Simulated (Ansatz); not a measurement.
# Ti: a strain scan

The task, for Ti: strain the cell along the Voigt pattern (0, 0, 1, 0, 0, 0).

Program: Ansatz 0.2.0. Level of theory: DFT r2SCAN, scalar-relativistic, plane waves, PAW. These are calculated values, not measurements.

**1. The system as given**

Symmetry: Fm-3m, No. 225, cubic system. The conventional cell has a = 4.060 Å, b = 4.060 Å, c = 4.060 Å, α = 90.00°, β = 90.00°, γ = 90.00°. Around Ti (site symmetry m-3m) lie 12 Ti at 2.87 Å.

Structure file:

```
Ti
1.0
     0.00000    2.03000    2.03000
     2.03000    0.00000    2.03000
     2.03000    2.03000    0.00000
Ti
1
Direct
  0.00000 0.00000 0.00000
```

The cell is taken as given, not relaxed at this level.

**2. The reference cell**

Reference values: F = -2504.2989 eV; pressure 4.41 GPa; largest force 0.000 eV/Å; gap on the mesh none (metal). It was computed beforehand with the settings of the runs below.

**3. Setting up a strain scan**

The cell is strained by ε times the Voigt pattern (0, 0, 1, 0, 0, 0) (xx, yy, zz, yz, xz, xy; engineering shear), with fractional coordinates fixed (clamped ions). The stress on the pattern is the sum of the stress components weighted by it, tension positive.

**4. At ε = -0.1500**

File input.yaml:

```yaml
crystal:
  lattice:
    - [0.0, 2.03, 1.7255]
    - [2.03, 0.0, 1.7255]
    - [2.03, 2.03, 0.0]
  atoms:
    - { symbol: Ti, position: [0.0, 0.0, 0.0] }
basis:
  ecutwfc: 500
kpoints:
  mp_grid: { grid: [20, 20, 20] }
hamiltonian:
  xc: r2scan
scf:
  occupations: { method: gaussian, width: 0.15 }
output:
  forces: true
  stress: true
  eigenvalues: true
```

The run is started by

```console
$ ansatz run input.yaml --threads 1 --pin off --max-ram 2560MiB --backend cpu --events-out ev --progress --plain --runs-dir out
```

**5. At ε = 0.1125**

input.yaml, as its differences from that of step 4:

```diff
@@ -2,4 +2,4 @@
   lattice:
-    - [0.0, 2.03, 1.7255]
-    - [2.03, 0.0, 1.7255]
+    - [0.0, 2.03, 2.258375]
+    - [2.03, 0.0, 2.258375]
     - [2.03, 2.03, 0.0]
```

**6. At ε = -0.0750**

input.yaml, as its differences from that of step 5:

```diff
@@ -2,4 +2,4 @@
   lattice:
-    - [0.0, 2.03, 2.258375]
-    - [2.03, 0.0, 2.258375]
+    - [0.0, 2.03, 1.87775]
+    - [2.03, 0.0, 1.87775]
     - [2.03, 2.03, 0.0]
```

**7. Point ε = 0.0375**

input.yaml, as its differences from that of step 6:

```diff
@@ -2,4 +2,4 @@
   lattice:
-    - [0.0, 2.03, 1.87775]
-    - [2.03, 0.0, 1.87775]
+    - [0.0, 2.03, 2.106125]
+    - [2.03, 0.0, 2.106125]
     - [2.03, 2.03, 0.0]
```

**8. ε = 0.1500**

input.yaml, as its differences from that of step 7:

```diff
@@ -2,4 +2,4 @@
   lattice:
-    - [0.0, 2.03, 2.106125]
-    - [2.03, 0.0, 2.106125]
+    - [0.0, 2.03, 2.3345]
+    - [2.03, 0.0, 2.3345]
     - [2.03, 2.03, 0.0]
```

**9. ε = -0.1125**

input.yaml, as its differences from that of step 8:

```diff
@@ -2,4 +2,4 @@
   lattice:
-    - [0.0, 2.03, 2.3345]
-    - [2.03, 0.0, 2.3345]
+    - [0.0, 2.03, 1.801625]
+    - [2.03, 0.0, 1.801625]
     - [2.03, 2.03, 0.0]
```

**10. At ε = 0.0750**

input.yaml, as its differences from that of step 9:

```diff
@@ -2,4 +2,4 @@
   lattice:
-    - [0.0, 2.03, 1.801625]
-    - [2.03, 0.0, 1.801625]
+    - [0.0, 2.03, 2.18225]
+    - [2.03, 0.0, 2.18225]
     - [2.03, 2.03, 0.0]
```

**11. At ε = -0.0375**

input.yaml, as its differences from that of step 10:

```diff
@@ -2,4 +2,4 @@
   lattice:
-    - [0.0, 2.03, 2.18225]
-    - [2.03, 0.0, 2.18225]
+    - [0.0, 2.03, 1.953875]
+    - [2.03, 0.0, 1.953875]
     - [2.03, 2.03, 0.0]
```

**12. Point ε = 0.1312**

input.yaml, as its differences from that of step 11:

```diff
@@ -2,4 +2,4 @@
   lattice:
-    - [0.0, 2.03, 1.953875]
-    - [2.03, 0.0, 1.953875]
+    - [0.0, 2.03, 2.296336]
+    - [2.03, 0.0, 2.296336]
     - [2.03, 2.03, 0.0]
```

(Steps that only read results are left out.)

What does the calculation give? Wanted: slope of the stress at ε = 0, over ±0.0375.

As calculated:

| quantity | value |
| --- | --- |
| slope of the stress at ε = 0, over ±0.0375 | 147 GPa |

In words: From the stress slope, C33 is about 147 GPa with the ions clamped. The step is wide, so higher orders mix in. The reference stands under 4.4 GPa, so this is no zero-stress constant. The undisturbed cell is not the lowest point: the energy is 6.9 meV/atom lower at ε = 0.0375; the cell was taken as given and not relaxed at this level. Compression costs more than tension: 271.5 against 79.9 meV/atom at the ends.
